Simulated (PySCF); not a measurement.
# GeHF3 (SMILES [F][GeH]([F])[F]) at 6 levels

Aim: a comparison of 6 runs (HF/STO-3G, HF/3-21G, B3LYP/6-31G*, B2PLYP/aug-cc-pVDZ, wB97M-V/aug-cc-pVDZ, SCS-MP2/aug-cc-pVDZ) of GeHF3. Input form: a Python script.

The calculation is run with PySCF 2.14.0.

1 further run of the same task is left out (set aside as unsound or not needed).

## Step 1: The molecule

GeHF3 has 5 atoms, charge 0, and is taken as a singlet. As SMILES, `[F][GeH]([F])[F]`. Geometry: relaxed at PBE0-D4/def2-TZVP.

Bond lengths: F1–Ge2 1.707 Å, Ge2–F3 1.707 Å, Ge2–F4 1.707 Å, Ge2–H5 1.516 Å. Angles: F1–Ge2–F3 106.4°, F1–Ge2–F4 106.4°, F3–Ge2–F4 106.4°, F1–Ge2–H5 112.4°, F3–Ge2–H5 112.4°, F4–Ge2–H5 112.4°.

## Step 2: A single-point energy at HF/STO-3G (run 1)

mol.xyz reads:

```xyz
5

F     -0.249800    -0.734100     1.483000
Ge     0.095600    -0.008700    -0.023300
F     -0.673100     1.515700    -0.011300
F     -0.708100    -0.944000    -1.204000
H      1.585200     0.097300    -0.285700
```

input.py reads:

```python
from pyscf import gto

mol = gto.M(
    atom='mol.xyz',
    spin=0,
    basis='sto-3g',
    max_memory=1860,
    verbose=3,
)

mf = mol.RHF()
mf.conv_tol = 1e-10
mf.kernel()
if not mf.converged:
    mf = mf.newton().run(mf.mo_coeff, mf.mo_occ)

e_tot = mf.e_tot
print(f'total energy: {e_tot:.8f} hartree')
```

On the command line:

```
$ OMP_NUM_THREADS=1 python input.py
```

The program printed:

```text
converged SCF energy = -2346.48192342403
total energy: -2346.48192342 hartree
```

Run time: 1.5 s. Hardware: 1 thread of Intel Xeon at 2.70GHz, shared host; peak memory 0.12 GiB.

## Step 3: A single-point energy at HF/3-21G (run 2)

input.xyz reads:

```xyz
5

F     -0.249800    -0.734100     1.483000
Ge     0.095600    -0.008700    -0.023300
F     -0.673100     1.515700    -0.011300
F     -0.708100    -0.944000    -1.204000
H      1.585200     0.097300    -0.285700
```

calc.py reads:

```python
from pyscf import gto

mol = gto.Mole()
mol.atom = 'input.xyz'
mol.max_memory = 1860
mol.basis = '3-21g'
mol.spin = 0
mol.verbose = 4
mol.build()

calc0 = mol.RHF()
calc0.conv_tol = 1e-10
calc0.kernel()
if not calc0.converged:
    calc0 = calc0.newton().run(calc0.mo_coeff, calc0.mo_occ)

e_tot = calc0.e_tot
print(f'total energy: {e_tot:.8f} hartree')
```

On the command line:

```
$ OMP_NUM_THREADS=1 python calc.py
```

The program printed:

```text
PySCF version 2.14.0

[... 57 lines left out ...]
converged SCF energy = -2362.78553903883
total energy: -2362.78553904 hartree
```

Wall time 1.7 s (1 thread of Intel Xeon at 2.70GHz, shared host); peak memory 0.12 GiB.

Runs 3 to 5 aren't shown in full; the table further down has their settings and results.

## Step 4: The energy at SCS-MP2/aug-cc-pVDZ (run 6)

job.py reads:

```python
# [F][GeH]([F])[F]
from pyscf import gto, scf, mp

mol = gto.Mole()
mol.atom = [
    ('F', (-0.249800, -0.734100, 1.483000)),
    ('Ge', (0.095600, -0.008700, -0.023300)),
    ('F', (-0.673100, 1.515700, -0.011300)),
    ('F', (-0.708100, -0.944000, -1.204000)),
    ('H', (1.585200, 0.097300, -0.285700)),
]
mol.basis = 'aug-cc-pvdz'
mol.max_memory = 1860
mol.verbose = 3
mol.build()

calc0 = scf.RHF(mol)
calc0.conv_tol = 1e-10
calc0.kernel()
if not calc0.converged:
    calc0 = calc0.newton().run(calc0.mo_coeff, calc0.mo_occ)

pt = mp.MP2(calc0, frozen=12).run()
e_final = calc0.e_tot + 1.2 * pt.e_corr_os + pt.e_corr_ss / 3
print('Final energy', e_final)
```

On the command line:

```
$ OMP_NUM_THREADS=1 python job.py
```

The program printed:

```text
converged SCF energy = -2374.39247965144
E(RMP2) = -2375.13418045429  E_corr = -0.741700802845102
E(SCS-RMP2) = -2375.10598225741  E_corr = -0.713502605965532
Final energy -2375.1059822574075
```

Wall time 5.1 s (1 thread of Intel Xeon at 2.70GHz, shared host); peak memory 0.37 GiB.

## Step 5: The series

```
run                               level  integration grid  frozen core orbitals   energy (Eh)  dipole moment (D) of the reference  HOMO energy (eV)  LUMO energy (eV)  wall time
  1                           HF/STO-3G                 –                     –  -2346.481923                                1.57            -10.66             10.67      1.5 s
  2                            HF/3-21G                 –                     –  -2362.785539                                2.88            -15.15              4.16      1.7 s
  3  B3LYP/6-31G* (spherical functions)                 5                     –  -2376.977125                                2.35            -10.75             -0.57       20 s
  4                  B2PLYP/aug-cc-pVDZ                 5                    12  -2376.655506                                2.65            -13.05              0.22       27 s
  5                 wB97M-V/aug-cc-pVDZ                 5                     –  -2377.069879                                2.55            -13.78              0.56    1.7 min
  6                 SCS-MP2/aug-cc-pVDZ                 –                    12  -2375.105982                                2.76            -15.60              1.15      5.1 s
```

## Step 6: Results

| quantity | value |
| --- | --- |
| run 6: total energy | -2375.10598 Eh |
| run 6: dipole moment (Hartree–Fock density) | 2.76 D |
| run 6: HOMO energy (Hartree–Fock orbitals) | -15.60 eV |
| run 6: LUMO energy (Hartree–Fock orbitals) | 1.15 eV |
| run 6: HOMO–LUMO gap (Hartree–Fock orbitals) | 16.75 eV |
| run 6: correlation energy (12 core orbitals frozen) | -713.5 mEh |

What this shows: Over runs 1, 2, 3, 4, 5 the dipole moment (its size) runs from 1.57 D (HF/STO-3G) to 2.88 D (HF/3-21G). Over runs 1, 2, 3, 4, 5 the HOMO–LUMO gap runs from 10.18 eV (B3LYP/6-31G*) to 21.33 eV (HF/STO-3G). The two ends differ in method and basis. Totals of different functionals can't be ranked against each other. In run 1 the basis is minimal, so the values are rough. All runs together took 2.6 min, the longest 1.7 min.
